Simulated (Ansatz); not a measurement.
# BeSnP2: a single-point run

Aim: a sound single-point run of BeSnP2. The structure is shown as the input types it. The cell is built on a prototype (ordering on zincblende) and needn't be the phase found in nature.

Computed with Ansatz 0.2.0 (density functional or hybrid calculation with the settings of its input, plane waves (as first typed), unless a step's input says otherwise).

4 further runs of the same task are left out: 4 that didn't finish.

### Step 1. The structure to begin with

It takes space group P-4m2 (No. 115, tetragonal). The conventional cell has a = 3.860 Å, b = 3.860 Å, c = 5.385 Å, α = 90.00°, β = 90.00°, γ = 90.00°. Be (site symmetry -4m2) has 4 P at 2.22 Å as nearest neighbours. P (site symmetry 2mm) is surrounded by 2 Be at 2.22 Å and 2 Sn at 2.50 Å. Sn (site symmetry -4m2) is surrounded by 4 P at 2.50 Å.

As a file:

```cif
data_structure
_symmetry_space_group_name_H-M 'P 1'
_symmetry_Int_Tables_number 1
_cell_length_a 3.8604
_cell_length_b 3.8604
_cell_length_c 5.3846
_cell_angle_alpha 90.000
_cell_angle_beta 90.000
_cell_angle_gamma 90.000
_cell_volume 80.24
loop_
_atom_site_label
_atom_site_type_symbol
_atom_site_fract_x
_atom_site_fract_y
_atom_site_fract_z
_atom_site_occupancy
Be1 Be 0.00000 0.00000 0.00000 1
P1 P 0.00000 0.50000 0.20434 1
Sn1 Sn 0.50000 0.50000 0.50000 1
P2 P 0.50000 0.00000 0.79566 1
```

### Step 2. The calculation

Input file input.yaml:

```yaml
crystal:
  lattice:
    - [3.8603581537, 0.0, 0.0]
    - [0.0, 3.8603581537, 0.0]
    - [0.0, 0.0, 5.3845528526]
  atoms:
    - { symbol: Be, position: [0.0, 0.0, 0.0] }
    - { symbol: P, position: [0.0, 0.5, 0.2043383488] }
    - { symbol: Sn, position: [0.5, 0.5, 0.5] }
    - { symbol: P, position: [0.5, 0.0, 0.7956616512] }
kpoints:
  mp_grid: { grid: [4, 4, 4] }
hamiltonian:
  xc: pbesol
scf:
  occupations: { method: fixed }
  n_extra_bands: 5
  convergence: { dr2_threshold: 0.01 }
  max_iter: 52
output:
  forces: true
  stress: true
  eigenvalues: true
```

Launch:

```
> ansatz run input.yaml --threads 4 --pin off --max-ram 3686MiB --backend cpu --events-out ev --progress --plain --runs-dir out
```

What happens when this is run?

The run converged and reported no error, with warnings (force scf threshold loose, stress scf threshold loose). Its log warns: «scf.convergence.dr2_threshold = 1e-2 eV is looser than this run's default, which is 1e-7 eV or tighter. The error in the forces grows as the threshold's square root ...»

The threshold asked is loose, but the program put off the close and ended at dr2 = 1.4e-7, so little accuracy was lost here.

The test: delete scf.convergence.dr2_threshold (the default then holds).
